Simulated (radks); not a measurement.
# Au⁺ inside a hard spherical wall

The task here is to estimate one member of a computed series from the others.

Method: scalar-relativistic Kohn-Sham, PBEsol, spin-polarised, spherical densities, point nucleus. Code: radks (a radial shooting solver on a logarithmic mesh, Libxc functionals) version 1.

## The atom as given

| Quantity | Value |
| --- | --- |
| element | gold (Z = 79) |
| charge | +1 |
| electrons | 78 |
| configuration | [Xe] 4f14 5d10 |

The outer shells:

Au⁺
```
[Xe] core
4f [↑↓][↑↓][↑↓][↑↓][↑↓][↑↓][↑↓]
5d [↑↓][↑↓][↑↓][↑↓][↑↓]
```

The first run:

The run's settings:

```text
Z 79
configuration [Xe] 4f14 5d10 6s0 6p0 5f0
relativity scalar-relativistic
functional pbe_sol,pbe_sol
spin polarised
nucleus point
c 137.035999084
```

Among the steps run: The free atom; Wall at 20 bohr; Wall at 10 bohr; Wall at 8 bohr; Wall at 7 bohr; Wall at 6 bohr; Wall at 4 bohr; Wall at 2 bohr; Wall at 1.5 bohr.

One table of the session follows, with a row left open; its other results are not shown here.

| R (bohr) | E − E(free) (eV) | ε(5d) (eV) | ε(6s, empty) (eV) | ε(6p, empty) (eV) |
| --- | --- | --- | --- | --- |
| free | 0.000 | -15.357 | -13.225 | -6.613 |
| 20 | 0.000 | -15.357 | -13.225 | -6.613 |
| 10 | 0.000 | -15.357 | -13.225 | -6.600 |
| 8 | 0.002 | -15.353 | -13.217 | -6.494 |
| 7 | 0.011 | -15.334 | -13.182 | -6.277 |
| 6 | 0.073 | -15.242 | -13.019 | -5.671 |
| 4 | 3.286 | -13.053 | -9.227 | 1.568 |
| 2 | ? | ? | ? | ? |
| 1.5 | 1108.2 | 128.81 | 310.10 | 376.87 |

**Question.** Estimate the row for R (bohr) = 2.

Worked estimate for «E − E(free) (eV)». A straight line through the neighbours (4, 3.286) and (1.5, 1108.2) gives 3.286 + (1108.2 − 3.286) × (2 − 4) / (1.5 − 4) = 887.22; a parabola fitted to 3 rows on both sides gives 789.36.

As computed: E − E(free) (eV): 253.65; ε(5d) (eV): 35.128; ε(6s, empty) (eV): 95.033; ε(6p, empty) (eV): 135.02. In «E − E(free) (eV)» the line misses by +633.57 and the parabola by +535.71. Between these rows the values bend or scatter more than so simple an estimate can follow.

What this shows: Eigenvalues are for spin up. From R = 2 bohr inwards the highest occupied level lies above zero, pushed up by confinement. Shells are not refilled when levels cross, and a hard wall is a model, not a crystal.
